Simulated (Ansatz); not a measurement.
# GaHO (triplet): wave-function methods side by side, cc-pVTZ

One table from this session's results is given with a row withheld; the runs are named, their logs left out.

The runs use Ansatz 0.2.0, Gaussian basis; cc-pVTZ, core rule «outside noble gas», up to 15 orbitals frozen.

The runs, in order: UHF; CCSD(T) on ROHF; CCSD(T) on UHF; BCCD(T) on ROHF; CCSDT(Q) on ROHF; CCSDT(Q) on UHF.

12 further runs of the same task are left out: 8 for a known fault of the program, 4 set aside as unsound or not needed.

## What is computed

The geometry is a PBE0/def2-TZVP stationary point (not a proven minimum). No spin-orbit coupling is included. The filled d shell of Ga may be among the frozen orbitals whatever the setting's name suggests; the logs give the count.

3 atoms, charge 0, spin multiplicity 3.

Atoms are counted from 1 here; the program's logs count them from 0.

Bond lengths: O1–Ga2 1.837 Å, Ga2–H3 1.606 Å. Angles: O1–Ga2–H3 111.2°.

Set-up of the first run:

The input, in.yaml:

```yaml
crystal:
  periodic: [false, false, false]
  atoms:
    - {symbol: O, position_ang: [0.000000, 0.086163, 1.502239]}
    - {symbol: Ga, position_ang: [0.000000, -0.040211, -0.330094]}
    - {symbol: H, position_ang: [0.000000, 1.413842, -1.011723]}
basis:
  gaussian: {orbitals: cc-pVTZ}
magnetization: {spin_polarized: true, initial_magnetization: 2}
hamiltonian: {xc: hf}
output: {orbitals: {seedname: orbitals}}
```

Command:

```sh
$ ansatz run in.yaml --threads 1 --pin off --events-out ev --progress --plain --max-ram 4096MiB --backend cpu
```

Steps of the session up to this table: UHF; CCSD(T) on ROHF; CCSD(T) on UHF; BCCD(T) on ROHF; CCSDT(Q) on ROHF; CCSDT(Q) on UHF.

One of the session's tables, all rows but one given; the rest of the session is left out.

It belongs to the step «Misses and costs». 

```
   method  from UCCSDT(Q) (meV)
     ROHF               +7707.8
      UHF               +7512.4
     RMP2                     ?
     UMP2                +845.1
    RCCSD                +287.5
    UCCSD                +274.2
 RCCSD(T)                 +47.6
 UCCSD(T)                 +39.1
  BCCD(T)                 +47.0
   RCCSDT                 +22.0
   UCCSDT                 +12.9
RCCSDT(Q)                 +12.0
UCCSDT(Q)                     0
```

Q: Estimate the row for RMP2 from the others.

**Answer.** from UCCSDT(Q) (meV): +850.3. In the column «from UCCSDT(Q) (meV)» it lies between UMP2 (+845.1) and UHF (+7512.4).

With the free atoms at the same levels and basis (separate runs), the atomisation energy is 5.199 eV at UCCSDT(Q), 5.176 eV at RCCSD(T), 5.177 eV at UCCSD(T), 3.465 eV at ROHF.

Limits of these values: Restricted and unrestricted rows rest on different reference determinants; where their highest levels disagree by more than a few hundredths of an eV, they describe different states and don't form one ladder.
